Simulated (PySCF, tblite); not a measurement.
**H₈NOSi₃ radical, a small gas-phase stand-in for a defect centre (Si site with back bonds O[SiH3], N[SiH3], [H]): EPR parameters**

Aim: the EPR parameters of `[SiH3]N[SiH]O[SiH3]`. It is drawn as: dangling bond.

Programs: tblite 0.8.0 and PySCF 2.14.0. All values are calculated, for the isolated system unless a continuum is named. Atoms count from 0, parts from 1.

### 1 The system as given

13 atoms, charge 0, multiplicity 2; geometry: distance geometry start.

### 2 Relaxing the cluster with GFN2-xTB

Job settings and geometry (Å):

```
{"job": {"kind": "relax", "xc": "GFN2-xTB", "basis": "xTB"}, "charge": 0, "multiplicity": 2}
Si    -0.312321     0.736571    -1.696689
O     -1.583499     1.223530    -0.596014
Si    -1.637952     0.903544     1.156661
N      1.225197     0.126080    -0.925491
Si     2.029800     1.247717     0.260810
H     -0.703548     0.042008    -2.881074
H     -2.891098     0.359075     1.505112
H     -1.418120     2.117077     1.884441
H     -0.606881    -0.017809     1.476041
H      1.219731    -0.871197    -0.659910
H      2.605126     2.322108    -0.467880
H      3.022881     0.538222     0.965648
H      1.067186     1.736623     1.185793
```

Level: GFN2-xTB geometry optimisation, gas phase.

On the command line:

```
> OMP_NUM_THREADS=1 python cluster_run.py task.json out
```

One launch serves the whole session: the jobs run in the order shown.

The program printed:

```text
step      E/eV     max force
  0    -443.73645    3.002
  1    -444.14715    2.080
  2    -444.37355    1.190
  3    -444.43101    0.857
  4    -444.56487    1.017
  5    -444.60923    0.769
  6    -444.66135    0.553
  7    -444.68478    0.597
  8    -444.71852    0.564
  9    -444.74089    0.456
 10    -444.75804    0.361
 11    -444.76900    0.320
 12    -444.77747    0.247
 13    -444.78421    0.309
 14    -444.79268    0.341
 15    -444.80123    0.248
 16    -444.80947    0.272
 17    -444.81686    0.284
 18    -444.82280    0.269
 19    -444.82750    0.166
 20    -444.83145    0.183
 21    -444.83522    0.161
 22    -444.83911    0.227
 23    -444.84236    0.187
 24    -444.84464    0.103
 25    -444.84696    0.145
 26    -444.85049    0.242
 27    -444.85566    0.305
 28    -444.86146    0.272
 29    -444.86561    0.139
 30    -444.86761    0.103
 31    -444.86899    0.132
 32    -444.87079    0.185
 33    -444.87296    0.203
 34    -444.87516    0.180
 35    -444.87702    0.136
 36    -444.87846    0.106
 37    -444.87955    0.087
 38    -444.88051    0.075
 39    -444.88136    0.073
 40    -444.88225    0.082
 41    -444.88337    0.104
 42    -444.88471    0.096
 43    -444.88596    0.075
 44    -444.88690    0.060
 45    -444.88752    0.061
 46    -444.88803    0.073
 47    -444.88868    0.074
 48    -444.88963    0.092
 49    -444.89118    0.185
 50    -444.89214    0.157
 51    -444.89342    0.147
 52    -444.89489    0.072
 53    -444.89507    0.343
 54    -444.89704    0.117
 55    -444.89773    0.053
 56    -444.89808    0.102
 57    -444.89857    0.057
 58    -444.89911    0.072
 59    -444.89989    0.122
 60    -444.90092    0.141
 61    -444.90177    0.221
 62    -444.90224    0.124
 63    -444.90364    0.114
 64    -444.90495    0.085
 65    -444.90651    0.121
 66    -444.90760    0.132
 67    -444.91088    0.135
 68    -444.91287    0.155
 69    -444.91589    0.261
 70    -444.91845    0.187
 71    -444.92138    0.146
 72    -444.92285    0.128
 73    -444.92510    0.114
 74    -444.92752    0.203
 75    -444.92931    0.134
 76    -444.93143    0.144
 77    -444.93264    0.124
 78    -444.93358    0.125
 79    -444.93427    0.063
 80    -444.93480    0.047
 81    -444.93515    0.061
 82    -444.93564    0.054
 83    -444.93617    0.044
 84    -444.93648    0.044
 85    -444.93690    0.055
 86    -444.93754    0.069
 87    -444.93868    0.101
 88    -444.94016    0.110
 89    -444.94163    0.087
 90    -444.94260    0.058
 91    -444.94316    0.064
 92    -444.94386    0.083
 93    -444.94474    0.084
 94    -444.94554    0.068
 95    -444.94606    0.057
 96    -444.94640    0.087
 97    -444.94673    0.056
 98    -444.94719    0.049
 99    -444.94751    0.060
100    -444.94787    0.056
101    -444.94824    0.052
102    -444.94864    0.049
103    -444.94902    0.073
104    -444.94943    0.056
105    -444.94989    0.048
106    -444.95027    0.050
107    -444.95051    0.033
108    -444.95075    0.042
109    -444.95109    0.056
110    -444.95164    0.080
111    -444.95241    0.097
112    -444.95315    0.072
113    -444.95359    0.083
114    -444.95386    0.057
115    -444.95405    0.058
116    -444.95443    0.057
117    -444.95469    0.037
118    -444.95499    0.035
119    -444.95514    0.032
120    -444.95532    0.027
121    -444.95541    0.024
122    -444.95548    0.024
123    -444.95554    0.025
124    -444.95560    0.020
125    -444.95565    0.019
126    -444.95569    0.021
127    -444.95571    0.012
128    -444.95573    0.009
129    -444.95575    0.010
130    -444.95577    0.010
131    -444.95579    0.011
132    -444.95581    0.013
133    -444.95584    0.015
134    -444.95586    0.016
135    -444.95589    0.015
136    -444.95592    0.016
137    -444.95597    0.022
138    -444.95606    0.027
139    -444.95620    0.040
140    -444.95638    0.043
141    -444.95657    0.056
142    -444.95681    0.066
143    -444.95714    0.068
144    -444.95765    0.072
145    -444.95832    0.093
146    -444.95907    0.083
147    -444.95980    0.074
148    -444.95994    0.092
149    -444.96085    0.099
150    -444.96149    0.078
151    -444.96337    0.065
152    -444.96461    0.109
153    -444.96556    0.102
154    -444.96629    0.110
155    -444.96687    0.048
156    -444.96720    0.045
157    -444.96780    0.060
158    -444.96844    0.059
159    -444.96903    0.071
160    -444.96963    0.072
161    -444.97071    0.089
162    -444.97196    0.063
163    -444.97102    0.147
164    -444.97267    0.056
165    -444.97290    0.038
166    -444.97321    0.053
167    -444.97365    0.073
168    -444.97405    0.058
169    -444.97463    0.042
170    -444.97488    0.034
171    -444.97504    0.025
172    -444.97512    0.027
173    -444.97525    0.025
174    -444.97543    0.031
175    -444.97556    0.036
176    -444.97571    0.040
177    -444.97587    0.031
178    -444.97602    0.034
179    -444.97616    0.032
180    -444.97629    0.028
181    -444.97641    0.022
182    -444.97650    0.026
183    -444.97656    0.024
184    -444.97663    0.017
185    -444.97672    0.018
186    -444.97681    0.022
187    -444.97690    0.018
188    -444.97694    0.016
189    -444.97698    0.017
190    -444.97702    0.020
191    -444.97707    0.026
192    -444.97714    0.030
193    -444.97720    0.025
194    -444.97728    0.026
195    -444.97739    0.034
196    -444.97753    0.036
197    -444.97767    0.040
198    -444.97778    0.033
199    -444.97788    0.030
200    -444.97792    0.064
201    -444.97792    0.064
202    -444.97946    0.048
203    -444.97986    0.022
204    -444.98009    0.044
205    -444.98016    0.035
206    -444.98026    0.037
207    -444.98023    0.030
208    -444.98029    0.007
```

Run time: 3.4 s. Hardware: 1 thread of Arm Neoverse V2, shared host.

Along the way:

| step | energy from step 0 (eV) | largest force (eV/Å) |
| --- | --- | --- |
| 0 | 0.0000 | 3.0024 |
| 8 | -0.9821 | 0.5639 |
| 16 | -1.0730 | 0.2716 |
| 24 | -1.1082 | 0.1033 |
| 32 | -1.1343 | 0.1849 |
| 40 | -1.1458 | 0.0824 |
| 48 | -1.1532 | 0.0927 |
| 56 | -1.1616 | 0.1021 |
| 64 | -1.1685 | 0.0848 |
| 72 | -1.1864 | 0.1283 |
| 80 | -1.1984 | 0.0464 |
| 88 | -1.2037 | 0.1097 |
| 96 | -1.2099 | 0.0870 |
| 104 | -1.2130 | 0.0565 |
| 112 | -1.2167 | 0.0727 |
| 120 | -1.2189 | 0.0272 |
| 128 | -1.2193 | 0.0094 |
| 136 | -1.2195 | 0.0166 |
| 144 | -1.2212 | 0.0722 |
| 152 | -1.2282 | 0.1090 |
| 160 | -1.2332 | 0.0720 |
| 168 | -1.2376 | 0.0581 |
| 176 | -1.2393 | 0.0399 |
| 184 | -1.2402 | 0.0171 |
| 192 | -1.2407 | 0.0296 |
| 200 | -1.2415 | 0.0640 |
| 208 | -1.2438 | 0.0071 |

Close pairs (by a distance rule), those that changed most:

| bond | before (Å) | after (Å) | change (Å) |
| --- | --- | --- | --- |
| O1–Si2 | 1.782 | 1.616 | -0.166 |
| Si0–O1 | 1.751 | 1.621 | -0.129 |
| Si0–N3 | 1.825 | 1.734 | -0.091 |
| N3–Si4 | 1.820 | 1.734 | -0.086 |
| Si4–H11 | 1.409 | 1.465 | +0.055 |
| Si2–H6 | 1.410 | 1.461 | +0.051 |
| Si4–H10 | 1.420 | 1.465 | +0.045 |
| Si2–H8 | 1.419 | 1.464 | +0.045 |

### 3 Optimising the geometry at PBE0-D3(BJ)/def2-SVP

Job settings and geometry (Å):

```
{"job": {"xc": "PBE0", "basis": "def2-SVP", "d3": "d3bj", "grid": 2, "kind": "geom", "shake": 0.01}, "charge": 0, "multiplicity": 2}
Si    -0.491255    -0.531298    -1.672551
O     -1.478300     0.060479    -0.504645
Si    -1.980387     0.391693     0.994515
N      1.188746    -0.371756    -1.222252
Si     1.879464     0.260156     0.209244
H     -0.871192    -1.911086    -1.841295
H     -3.392280     0.586732     0.868169
H     -1.249334     1.607712     1.437725
H     -1.650266    -0.738425     1.889396
H      1.792705    -0.661880    -1.931076
H      1.568532     1.690417     0.368356
H      3.324822     0.059656     0.032103
H      1.368955    -0.459772     1.379715
```

The program printed:

```text
step   0  E = -1002.43213896  max force = 0.042300
step   1  E = -1002.44212770  max force = 0.005099
step   2  E = -1002.44272366  max force = 0.002452
step   3  E = -1002.44287125  max force = 0.002435
step   4  E = -1002.44292531  max force = 0.001691
step   5  E = -1002.44297512  max force = 0.001420
step   6  E = -1002.44300844  max force = 0.001290
step   7  E = -1002.44305716  max force = 0.001233
step   8  E = -1002.44310273  max force = 0.001030
step   9  E = -1002.44317582  max force = 0.001219
step  10  E = -1002.44294721  max force = 0.004437
step  11  E = -1002.44342483  max force = 0.002028
step  12  E = -1002.44347075  max force = 0.001285
step  13  E = -1002.44353738  max force = 0.001746
step  14  E = -1002.44363286  max force = 0.002638
step  15  E = -1002.44374112  max force = 0.002478
step  16  E = -1002.44385061  max force = 0.001338
step  17  E = -1002.44392310  max force = 0.001906
step  18  E = -1002.44398333  max force = 0.001647
step  19  E = -1002.44408146  max force = 0.001952
step  20  E = -1002.44411863  max force = 0.000965
step  21  E = -1002.44413100  max force = 0.000263
optimisation converged
```

It took 5.1 min on 1 thread of Arm Neoverse V2, shared host; peak memory 0.66 GiB.

Relaxation path: (the energy doesn't fall at every step)

| step | energy from step 0 (eV) | largest force component (eV/Å) |
| --- | --- | --- |
| 0 | 0.0000 | 2.1752 |
| 1 | -0.2718 | 0.2622 |
| 2 | -0.2880 | 0.1261 |
| 3 | -0.2920 | 0.1252 |
| 4 | -0.2935 | 0.0870 |
| 5 | -0.2949 | 0.0730 |
| 6 | -0.2958 | 0.0663 |
| 7 | -0.2971 | 0.0634 |
| 8 | -0.2983 | 0.0530 |
| 9 | -0.3003 | 0.0627 |
| 10 | -0.2941 | 0.2282 |
| 11 | -0.3071 | 0.1043 |
| 12 | -0.3084 | 0.0661 |
| 13 | -0.3102 | 0.0898 |
| 14 | -0.3128 | 0.1357 |
| 15 | -0.3157 | 0.1274 |
| 16 | -0.3187 | 0.0688 |
| 17 | -0.3207 | 0.0980 |
| 18 | -0.3223 | 0.0847 |
| 19 | -0.3250 | 0.1004 |
| 20 | -0.3260 | 0.0496 |
| 21 | -0.3263 | 0.0135 |

Close pairs (by a distance rule), those that changed most:

| bond | before (Å) | after (Å) | change (Å) |
| --- | --- | --- | --- |
| Si0–H5 | 1.441 | 1.510 | +0.069 |
| Si2–H6 | 1.431 | 1.495 | +0.064 |
| O1–Si2 | 1.615 | 1.658 | +0.043 |
| N3–Si4 | 1.710 | 1.752 | +0.042 |
| N3–H9 | 0.975 | 1.016 | +0.040 |
| Si4–H12 | 1.466 | 1.493 | +0.028 |
| Si4–H11 | 1.470 | 1.495 | +0.025 |
| Si0–O1 | 1.640 | 1.664 | +0.024 |

The next job starts from the end point, and lists it.

| at the end point | value |
| --- | --- |
| point group (found at 0.08 Å tolerance) | C1 |
| rotational constants (GHz, main isotopes) | 3.790, 1.375, 1.043 |
| dipole moment (D) | 0.92 |
| ⟨S²⟩ | 0.752 |

### 4 g tensor and hyperfine couplings: B3LYP/IGLO-III+pcH-1

Job settings and geometry (Å):

```
{"job": {"kind": "epr"}, "charge": 0, "multiplicity": 2}
Si    -0.525573    -0.630622    -1.434486
O     -0.986202    -0.247351     0.117995
Si    -2.080694     0.429893     1.163272
N      1.194023    -0.430406    -1.374802
Si     2.071215     0.231727    -0.009817
H     -0.916033    -2.060215    -1.726625
H     -3.140996     1.160019     0.403802
H     -1.366196     1.384973     2.057756
H     -2.715939    -0.642134     1.983467
H      1.726982    -0.593795    -2.223659
H      1.562813     1.577272     0.396090
H      3.493765     0.369725    -0.446830
H      2.015603    -0.662910     1.184729
```

Level: UKS B3LYP, IGLO-III on N O Si, pcH-1 on H, non-relativistic, mean-field spin-orbit, GIAO.

The program printed:

```text
UKS, coarse grid
  cycle   1  E = -1003.33421852  |g| = 6.89e-01
  cycle   2  E = -1002.80527047  |g| = 1.33e+00
  cycle   3  E = -1003.49063949  |g| = 1.28e-01
  cycle   4  E = -1003.49427854  |g| = 8.76e-02
  cycle   5  E = -1003.49715109  |g| = 1.89e-02
  cycle   6  E = -1003.49730041  |g| = 2.54e-03
  cycle   7  E = -1003.49730514  |g| = 6.99e-04
UKS, final grid
  cycle   1  E = -1003.49731225  |g| = 6.56e-04
  cycle   2  E = -1003.49731211  |g| = 9.20e-04
  cycle   3  E = -1003.49731245  |g| = 1.70e-04
  cycle   4  E = -1003.49731247  |g| = 2.51e-05
  cycle   5  E = -1003.49731247  |g| = 1.89e-05
E = -1003.49731247 Eh   <S^2> = 0.7521 (exact 0.7500)
g shifts (ppm)      1          2          3
  rmc          -158       -158       -158
  gc             72         19         64
  oz_so       -1628        128        325
  total       -1714        -11        230
hyperfine (MHz)  atom isotope    a_iso     a_fc   dipolar eigenvalues
    0  29Si    -697.83    -698.91   -126.41     60.75     65.66
    1   17O     -20.17     -20.15    -21.48     10.24     11.23
    2  29Si       0.52       0.50     -0.59     -0.07      0.65
    3   14N      18.13      18.12     -5.55     -5.18     10.73
    4  29Si       0.79       0.78     -2.39      0.90      1.50
    5    1H     238.44     238.44     -5.54     -0.86      6.40
    6    1H       0.31       0.31     -1.68     -1.37      3.04
    7    1H      -0.51      -0.51     -1.04     -0.93      1.98
    8    1H       1.29       1.29     -1.00     -0.93      1.93
    9    1H      -7.33      -7.35     -7.33     -3.11     10.43
   10    1H       2.44       2.44     -1.36     -1.15      2.51
   11    1H       1.04       1.04     -1.08     -1.01      2.09
   12    1H       8.82       8.82     -1.19     -0.81      1.99
```

Wall time 78 s (1 thread of Arm Neoverse V2, shared host); peak memory 1.1 GiB.

Principal g values 2.00060, 2.00231, 2.00255; g(iso) = 2.00182, against 2.00232 for a free electron.

Hyperfine couplings, nucleus by nucleus at this fixed geometry (no averaging over rotations):

| nuclei | isotope | a(iso) (MHz) | a(iso) (G, at g = 2.0023) | largest dipolar term (MHz) |
| --- | --- | --- | --- | --- |
| Si0 | 29Si | -697.8 | -249.0 | -126.4 |
| H5 | 1H | 238.4 | 85.1 | 6.4 |
| O1 | 17O | -20.2 | -7.2 | -21.5 |
| N3 | 14N | 18.1 | 6.5 | 10.7 |
| H12 | 1H | 8.8 | 3.1 | 2.0 |
| H9 | 1H | -7.3 | -2.6 | 10.4 |
| H10 | 1H | 2.4 | 0.9 | 2.5 |
| H8 | 1H | 1.3 | 0.5 | 1.9 |
| H11 | 1H | 1.0 | 0.4 | 2.1 |
| Si4 | 29Si | 0.8 | 0.3 | -2.4 |
| Si2 | 29Si | 0.5 | 0.2 | 0.7 |
| H7 | 1H | -0.5 | -0.2 | 2.0 |
| H6 | 1H | 0.3 | 0.1 | 3.0 |

Mulliken spin populations:

Si0 0.76; O1 0.03; Si2 0.00; N3 0.07; Si4 0.01; H5 0.12; H6 0.00; H7 0.00; H8 0.00; H9 0.00; H10 0.00; H11 0.00; H12 0.00

In first order the couplings over 0.8 MHz of 1H, 14N give 192 distinct lines over 105.5 G.

### 5 EPR parameters: BHandHLYP/IGLO-III+pcH-1

Settings changed since step 4:

```diff
@@ -1,2 +1,2 @@
-{"job": {"kind": "epr"}, "charge": 0, "multiplicity": 2}
+{"job": {"kind": "epr", "xc": "BHandHLYP"}, "charge": 0, "multiplicity": 2}
 Si    -0.525573    -0.630622    -1.434486
```

Level: UKS BHandHLYP, IGLO-III on N O Si, pcH-1 on H, non-relativistic, mean-field spin-orbit, GIAO.

The program printed:

```text
UKS, coarse grid
  cycle   1  E = -1003.23728026  |g| = 5.63e-01
  cycle   2  E = -1003.16436959  |g| = 7.28e-01
  cycle   3  E = -1003.35528591  |g| = 5.83e-02
  cycle   4  E = -1003.35655823  |g| = 3.08e-02
  cycle   5  E = -1003.35692940  |g| = 8.64e-03
  cycle   6  E = -1003.35697258  |g| = 1.92e-03
  cycle   7  E = -1003.35697804  |g| = 5.20e-04
UKS, final grid
  cycle   1  E = -1003.35698329  |g| = 2.74e-04
  cycle   2  E = -1003.35698343  |g| = 1.98e-04
  cycle   3  E = -1003.35698347  |g| = 1.15e-04
  cycle   4  E = -1003.35698349  |g| = 3.76e-05
  cycle   5  E = -1003.35698349  |g| = 8.93e-06
E = -1003.35698349 Eh   <S^2> = 0.7535 (exact 0.7500)
g shifts (ppm)      1          2          3
  rmc          -160       -160       -160
  gc             75         18         64
  oz_so       -1642        141        270
  total       -1727         -2        174
hyperfine (MHz)  atom isotope    a_iso     a_fc   dipolar eigenvalues
    0  29Si    -730.16    -731.24   -133.51     63.19     70.31
    1   17O     -23.82     -23.81    -21.18     10.07     11.11
    2  29Si       0.92       0.91     -0.51     -0.02      0.53
    3   14N      19.88      19.88     -5.31     -4.90     10.21
    4  29Si       1.70       1.70     -2.13      0.74      1.39
    5    1H     239.64     239.64     -5.37     -0.51      5.88
    6    1H      -0.55      -0.55     -1.68     -1.42      3.10
    7    1H      -0.51      -0.50     -1.05     -0.92      1.97
    8    1H       0.86       0.86     -0.99     -0.93      1.92
    9    1H      -8.48      -8.50     -7.34     -3.18     10.52
   10    1H       1.11       1.11     -1.35     -1.17      2.52
   11    1H       1.15       1.15     -1.03     -0.99      2.02
   12    1H       6.91       6.91     -1.14     -0.83      1.97
```

Run time: 83 s. Hardware: 1 thread of Arm Neoverse V2, shared host; peak memory 0.95 GiB.

In short: g(iso) 2.00180.

### 6 Run by run: EPR parameters

g, ⟨S²⟩ and isotropic hyperfine couplings (MHz), with basis size and wall time:

| run | g(iso) | ⟨S²⟩ | 29Si Si0 | 1H H5 | 17O O1 | 14N N3 | 1H H12 | functions | time |
| --- | --- | --- | --- | --- | --- | --- | --- | --- | --- |
| B3LYP/IGLO-III+pcH-1 | 2.00182 | 0.752 | -697.8 | 238.4 | -20.2 | 18.1 | 8.8 | 282 | 78 s |
| BHandHLYP/IGLO-III+pcH-1 | 2.00180 | 0.753 | -730.2 | 239.6 | -23.8 | 19.9 | 6.9 | 282 | 83 s |

### 7 Outcome

| quantity | value |
| --- | --- |
| point group | C1 |
| rotational constants (main isotopes) | 3.79, 1.38, 1.04 GHz |
| g(iso) (B3LYP) | 2.00182 |
| ⟨S²⟩ | 0.752 (exact 0.75) |
| largest a(iso) | 29Si on Si0, -697.8 MHz |

**Reading.** The start of the PBE0/def2-SVP relaxation was shaken at random by about 0.01 Å, so part of the energy gained, and of the first lengths quoted, undoes that. Over 21 steps the energy fell by 0.326 eV; of the close pairs, Si0–H5 changed most, 1.441 to 1.510 Å (PBE0/def2-SVP). Si0 carries the largest spin population, 0.76 e. The isotropic g lies 0.5 ppt below the free-electron value. The coupling of 29Si on Si0 runs from -730.2 (BHandHLYP/IGLO-III+pcH-1) to -697.8 MHz (B3LYP/IGLO-III+pcH-1). A capped cluster stands for the solid here, so long-range fields and strain are missing, and bands or shifts of the capping hydrogens have no counterpart in it.
